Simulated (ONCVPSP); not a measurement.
# An ONCV potential for Ni, from input to tests

Task: generate the file, and judge it by its errors in other configurations, its logarithmic derivatives, its ghosts and its cutoff.

Program: ONCVPSP 4.0.1.1 (patched build). Reference atom: PBEsol, scalar-relativistic, spherical and spin-unpolarised. All values are calculated.

### Step 1. The atom and the settings

The settings as typed:

- element: nickel (Ni, Z = 28)
- type: optimised norm-conserving Vanderbilt (ONCV)
- frozen core: [Ne]
- valence charge: 18
- reference configuration: 3s2 3p6 3d8 4s1 (charge +1)
- partial waves: 3s+4s: rc 1.40 bohr, ncon 4, nbas 9, qcut 7.9 1/bohr, 2 projectors; 3p: rc 1.25 bohr, ncon 4, nbas 7, qcut 9.8 1/bohr, 2 projectors, debl 0.4 Ha; 3d: rc 1.30 bohr, ncon 4, nbas 8, qcut 13.2 1/bohr, 3 projectors, debl 2.3 Ha; f scattering state at 0.14 Ha: rc 1.72 bohr, ncon 5, nbas 8, qcut 7.6 1/bohr, 2 projectors, debl 2.5 Ha
- local potential: polynomial inside 0.85 bohr (lpopt 1, dvloc0 6 Ha)
- core correction: Teter function fitted to the true core (icmod 2), fcfact 0.5

The nodes and maxima of the atom's own shells, from an earlier all-electron run, set the scale for the radii.

All-electron outer shells of the reference configuration (PBEsol, scalar-relativistic, ld1.x):

```
shell  level (eV)  outermost node (bohr)  outermost maximum (bohr)
   2p     -853.15                      –                      0.16
   3s     -119.89                   0.30                      0.64
   3p      -80.38                   0.27                      0.65
   3d      -17.95                      –                      0.63
   4s      -13.18                   0.92                      2.13
   4p       -7.53                   1.00                      2.67
```

### Step 2. Generating the potential

Ni.dat reads:

```
# ATOM AND REFERENCE CONFIGURATION
# atsym  z   nc   nv     iexc    psfile
  Ni 28.00    3    4  -116133      upf
#
#   n    l    f
    1    0    2.00
    2    0    2.00
    2    1    6.00
    3    0    2.00
    3    1    6.00
    3    2    8.00
    4    0    1.00
#
# PSEUDOPOTENTIAL AND OPTIMIZATION
# lmax
    3
#
#   l,   rc,      ep,       ncon, nbas, qcut
    0    1.40    0.00    4    9    7.90
    1    1.25    0.00    4    7    9.80
    2    1.30    0.00    4    8   13.20
    3    1.72    0.14    5    8    7.60
#
# LOCAL POTENTIAL
# lloc, lpopt,  rc(5),   dvloc0
    4    1    0.85    6.00
#
# VANDERBILT-KLEINMAN-BYLANDER PROJECTORs
# l, nproj, debl
    0    2    1.50
    1    2    0.40
    2    3    2.30
    3    2    2.50
#
# MODEL CORE CHARGE
# icmod, fcfact, rcfact
    2    0.50    1.15
#
# LOG DERIVATIVE ANALYSIS
# epsh1, epsh2, depsh
   -6.00    5.00    0.04
#
# OUTPUT GRID
# rlmax, drl
    6.00    0.01
#
# TEST CONFIGURATIONS
# ncnf
    4
# nvcnf
#   n    l    f
    4
    3    0    2.00
    3    1    6.00
    3    2    8.00
    4    0    2.00
#
    4
    3    0    2.00
    3    1    6.00
    3    2    8.00
    4    0    0.00
#
    4
    3    0    2.00
    3    1    6.00
    3    2    7.00
    4    0    0.00
#
    4
    3    0    2.00
    3    1    6.00
    3    2    8.00
    4    0    1.50
#
```

The run is started by

```console
oncvpsp.x < Ni.dat > Ni.out
```

Q: Predict the outcome of this session. Wanted: cutoffs for 1 and 0.1 mHa per electron, occupied waves; bound ghosts; GHOST(+) flags; largest test error; largest phase difference near zero energy, channels read; rms error of d²Exc/dn², without and with the model core; projector energies reset by the program.

As calculated:

| quantity | value |
| --- | --- |
| cutoffs for 1 and 0.1 mHa per electron, occupied waves | 64 Ha and 72 Ha |
| bound ghosts | none found |
| GHOST(+) flags | none at low energy |
| largest test error (AE − PS) | +8.2 meV, for 3s2 3p6 3d7 4s0 |
| largest phase difference near zero energy, channels read | 0.000 rad |
| rms error of d²Exc/dn², without and with the model core | 3.44 and 1.43 mHa |
| projector energies reset by the program | p: -2.954, 0.250 Ha |

What this shows: The worst unpolarised test, 3s2 3p6 3d7 4s0, is off by 8.2 meV on 54.7 eV; by total energies transferability rates as good. By its cutoff, 64 Ha for the looser tolerance, it is hard. At the looser tolerance the 3d wave is the slowest; 3p needs 38 Ha. It is free of bound ghosts as far as tested. Near zero energy the phases of the channels with partial waves agree within 0.001 rad.
